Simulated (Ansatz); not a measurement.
# Ga3BAs4: the band gap up the ladder of functionals

An exercise on one series of results from a longer session: the logs are not shown, and one member is left open.

The runs shown are made with Ansatz 0.2.0. PAW datasets, plane waves. (Calculated; spin-unpolarised; the phase may be known or hypothetical.)

### Starting point

The cell was relaxed beforehand with r2SCAN.

Space group P-4m2 (No. 115), tetragonal; a = 3.833 Å, c = 11.063 Å in the conventional setting, 20.31 Å³ an atom. Around B lie 4 As at 2.22 Å; around As lie 2 B at 2.22 Å and 2 Ga at 2.42 Å; around Ga lie 4 As at 2.41–2.42 Å; around As lie 4 Ga at 2.41 Å; around Ga lie 4 As at 2.41 Å.

The structure in full:

```
B As Ga
1.0
     3.83255    0.00000    0.00000
     0.00000    3.83255    0.00000
     0.00000    0.00000   11.06345
B As Ga
1 4 3
Direct
  0.00000 0.00000 0.00000
  0.00000 0.50000 0.10145
  0.50000 0.00000 0.36742
  0.00000 0.50000 0.63258
  0.50000 0.00000 0.89855
  0.50000 0.50000 0.23523
  0.00000 0.00000 0.50000
  0.50000 0.50000 0.76477
```

Set-up of the first run:

File input.yaml:

```yaml
crystal:
  lattice:
    - [3.8325487441, 0.0, 0.0]
    - [0.0, 3.8325487441, 0.0]
    - [0.0, 0.0, 11.0634502232]
  atoms:
    - { symbol: B, position: [0.0, 0.0, 0.0] }
    - { symbol: As, position: [0.0, 0.5, 0.1014454825] }
    - { symbol: Ga, position: [0.5, 0.5, 0.2352309543] }
    - { symbol: As, position: [0.5, 0.0, 0.3674154864] }
    - { symbol: Ga, position: [0.0, 0.0, 0.5] }
    - { symbol: As, position: [0.0, 0.5, 0.6325845136] }
    - { symbol: Ga, position: [0.5, 0.5, 0.7647690457] }
    - { symbol: As, position: [0.5, 0.0, 0.8985545175] }
kpoints:
  mp_grid: { grid: [6, 6, 2] }
  band_path:
    path:
      - [[0.0, 0.0, 0.0], [0.0, 0.5, 0.0], [0.5, 0.5, 0.0], [0.0, 0.0, 0.0], [0.0, 0.0, 0.5], [0.0, 0.5, 0.5], [0.5, 0.5, 0.5], [0.0, 0.0, 0.5]]
      - [[0.0, 0.5, 0.0], [0.0, 0.5, 0.5]]
      - [[0.5, 0.5, 0.0], [0.5, 0.5, 0.5]]
    npoints: 10
hamiltonian:
  xc: pbe
scf:
  occupations: { method: fermi_dirac, width: 0.02 }
  n_extra_bands: 6
output:
  forces: true
  stress: true
  eigenvalues: true
```

Launch:

```console
ansatz run input.yaml --threads 4 --pin off --max-ram 6451MiB --backend cpu --events-out ev --progress --plain --runs-dir out
```

Steps of the session up to this table: PBE band path; Single point with r2SCAN; HSE06 at the same geometry; Single point with PBE+SOC; Single point with PBE0.

One of the session's tables, all rows but one given; the rest of the session is left out.

```
  level  gap (eV)
    PBE      0.54
 r2SCAN      0.80
  HSE06      1.26
PBE+SOC         ?
   PBE0      1.92
```

Estimate the missing values for PBE+SOC.

The run gave: gap (eV): 0.43. In the column «gap (eV)» it is the lowest.

Meshes: PBE 6×6×2, r2SCAN 6×6×2, HSE06 4×4×2, PBE+SOC 6×6×2, PBE0 4×4×2

In words: PBE+SOC gives the least gap, 0.43 eV, and PBE0 the largest, 1.92 eV. PBE reaches 43 % of the HSE06 value, and r2SCAN 63 %. PBE0 lies 0.66 eV above HSE06, which differs from it by screening the long-range exchange.

Caveats from the session: Warnings in the runs' records: stress exchange threshold loose, stress scf threshold loose.
